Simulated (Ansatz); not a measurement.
**CdGeAs2 under changes of volume**

One of the cells (25.301 Å³/atom); the others are scaled copies at fixed shape and fractional positions:

```
Cd As Ge
1.0
    -2.98887    2.98887    5.66430
     2.98887   -2.98887    5.66430
     2.98887    2.98887   -5.66430
Cd As Ge
2 4 2
Direct
  0.50000 0.50000 0.00000
  0.25000 0.75000 0.50000
  0.09622 0.12500 0.47122
  0.37500 0.90378 0.02878
  0.65378 0.62500 0.52878
  0.87500 0.34622 0.97122
  0.75000 0.25000 0.50000
  0.00000 0.00000 0.00000
```

The cell is a database's computed one.

| Property | Result |
| --- | --- |
| Program | Ansatz 0.2.0 |
| Functional | PBEsol |
| Potentials or basis | all-electron LAPW, scalar-relativistic |
| Cutoff | 314 eV (chosen from the basis error) |
| Basis error allowed | 0.001 eV/atom |
| k mesh | 6 × 6 × 6 |
| Occupations | fermi-dirac, width 0.05 eV |
| Spin | no spin polarisation |

| volume (Å³/atom) | energy over the lowest point (meV/atom) | pressure (GPa) | largest force (eV/Å) |
| --- | --- | --- | --- |
| 23.783 | 11.80 | 3.4 | 0.248 |
| 24.289 | 3.64 | 1.8 | 0.223 |
| 24.795 | 0.00 | 0.5 | 0.199 |
| 25.301 | ? | ? | ? |
| 25.807 | 4.48 | -1.8 | 0.154 |
| 26.313 | 11.76 | -2.8 | 0.133 |
| 26.819 | 21.93 | -3.6 | 0.113 |

Problem. What does the run at 25.301 Å³/atom give?

Solution. Energy over the lowest point 0.42 meV/atom; pressure -0.7 GPa; largest force 0.176 eV/Å.

Worked out: A Birch-Murnaghan fit of order 3 (a polynomial in V^(-2/3)) to the other rows has its minimum at 24.99 Å³/atom with B0 = V·E''(V) = 61 GPa and B' = 4.6 at fixed shape and positions, which overstates the stiffness. It gives 0.43 meV/atom at 25.301 Å³/atom, against the run's 0.42, and -dE/dV = -0.7 GPa, against -0.7.

Energies are extrapolated to zero smearing.
